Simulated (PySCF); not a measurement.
# HgH2: other functionals and bases at one geometry

The task here is to estimate one member of a computed series from the others.

Computed with PySCF 2.14.0. Level: several levels, as the steps say, no spin–orbit coupling.

2 further runs of the same task are left out: 2 for a known fault of the program.

### Starting geometry

3 atoms, charge 0, spin multiplicity 1.

Bond lengths: Hg1–H2 1.656 Å, Hg1–H3 1.656 Å. Angles: H2–Hg1–H3 180.0°.

As a file:

```mol
H2Hg
  3D, bonds by distance, orders not assigned

  3  2  0  0  0  0  0  0  0  0999 V2000
    0.0000   -0.0000    0.0000 Hg  0  0
    0.0000    0.0000    1.6562 H   0  0
    0.0000    0.0000   -1.6562 H   0  0
  1  2  8  0
  1  3  8  0
M  END
```

Formal oxidation states: Hg +2. An earlier session relaxed this geometry at PBE0, Hg def2-SVP with ECP60, H def2-SVP (singlet, point group D∞h).

At PBE0 on the finer grid: E = -154.637391 Eh, HOMO -8.00 eV, LUMO -0.52 eV, Mulliken charge on Hg1 +0.27 e, largest force component 0.001 eV/Å. 

Levels to run: PBE; HF; revPBE; wB97X; PBE0, TZVP; PBE0, x2c-SVP. Hardware: 2 threads of Arm Neoverse V1, shared host.

The first run:

run.py (the lines that set the calculation)

```python
mol = gto.M(atom='''
Hg     0.00000     0.00000     0.00000
H      0.00000     0.00000     1.65622
H      0.00000     0.00000    -1.65622''',
    basis={'Hg': 'def2-SVP', 'H': 'def2-SVP'},
    ecp={'Hg': 'def2-SVP'},
    charge=0, spin=0)
mf = dft.RKS(mol, xc='PBE')
mf.grids.atom_grid = (75, 302)
mf = mf.density_fit()  # fitting sets: Hg def2-universal-JKFIT, H def2-universal-JKFIT
mf.conv_tol = 1e-08; mf.max_cycle = 55
mf.kernel(dm0)  # dm0: the density of the relaxed state
```

Command:

```
> OMP_NUM_THREADS=2 python run.py
```

Steps of the session up to this table: PBE; HF; revPBE; wB97X; PBE0, TZVP; PBE0, x2c-SVP.

One of the session's tables, all rows but one given; the rest of the session is left out.

```
              level  HOMO (eV)  gap (eV)  charge on Hg1 (e)  largest force component (eV/Å)
PBE0 (relaxed here)      -8.00      7.48               0.27                            0.00
                PBE      -6.88      5.69               0.23                            0.16
                 HF     -10.66     12.55               0.40                            0.20
             revPBE      -6.84      5.74               0.25                            0.22
              wB97X          ?         ?                  ?                               ?
         PBE0, TZVP      -8.08      7.30               0.20                            0.12
      PBE0, x2c-SVP      -8.03      7.28              -0.03                            0.08
```

**Question.** Estimate the row for wB97X.

The run gave: HOMO (eV): -10.30; gap (eV): 11.49; charge on Hg1 (e): 0.30; largest force component (eV/Å): 0.03. In the column «HOMO (eV)» it lies between HF (-10.66) and PBE0, TZVP (-8.08).

In one basis the HOMO–LUMO gap runs from 5.69 eV (PBE) to 12.55 eV (HF). The largest leftover force, 0.22 eV/Å with revPBE, stands at a geometry relaxed at another level. Total energies of different levels can't be compared.
